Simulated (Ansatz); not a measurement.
# LuAlN2: the cost of one run

The runs shown are made with Ansatz 0.2.0. PAW datasets, plane waves, zero pressure. No spin polarisation and no zero-point or thermal motion; the cell was built from a prototype and may be hypothetical.

1 further run of the same task is left out (for a known fault of the program).

## Step 1: The structure to begin with

Space group P4/mmm (No. 123), tetragonal; a = 3.187 Å, c = 4.507 Å in the conventional setting, 11.44 Å³ an atom. Al has 6 N at 2.25 Å; N has 4 Lu at 2.25 Å and 2 Al at 2.25 Å; Lu has 6 N at 2.25 Å; N has 4 Al at 2.25 Å and 2 Lu at 2.25 Å.

Coordinates:

```cif
data_structure
_symmetry_space_group_name_H-M 'P4/mmm'
_symmetry_Int_Tables_number 123
_cell_length_a 3.1868
_cell_length_b 3.1868
_cell_length_c 4.5068
_cell_angle_alpha 90.000
_cell_angle_beta 90.000
_cell_angle_gamma 90.000
_cell_volume 45.77
loop_
_atom_site_label
_atom_site_type_symbol
_atom_site_symmetry_multiplicity
_atom_site_Wyckoff_symbol
_atom_site_fract_x
_atom_site_fract_y
_atom_site_fract_z
_atom_site_occupancy
Al1 Al 1 a 0.00000 0.00000 0.00000 1
N1 N 1 b 0.00000 0.00000 0.50000 1
Lu1 Lu 1 d 0.50000 0.50000 0.50000 1
N2 N 1 c 0.50000 0.50000 0.00000 1
```

## Step 2: Relaxation with PBE

input.yaml

```yaml
crystal:
  lattice:
    - [3.1868171257, 0.0, 0.0]
    - [0.0, 3.1868171257, 0.0]
    - [0.0, 0.0, 4.50684]
  atoms:
    - { symbol: Al, position: [0.0, 0.0, 0.0] }
    - { symbol: "N", position: [0.0, 0.0, 0.5] }
    - { symbol: Lu, position: [0.5, 0.5, 0.5] }
    - { symbol: "N", position: [0.5, 0.5, 0.0] }
kpoints:
  mp_grid: { grid: [8, 8, 6] }
hamiltonian:
  xc: pbe
scf:
  occupations: { method: fermi_dirac, width: 0.02 }
relax:
  f_tol: 0.005
  cell: {}
```

Command:

```bash
ansatz run input.yaml --threads 2 --pin off --max-ram 2211MiB --backend cpu --events-out ev --progress --plain --runs-dir out
```

What time and memory should one allow on 2 threads of Arm Neoverse V2, shared host?

About 6.5 s, with a peak of 0.37 GiB.
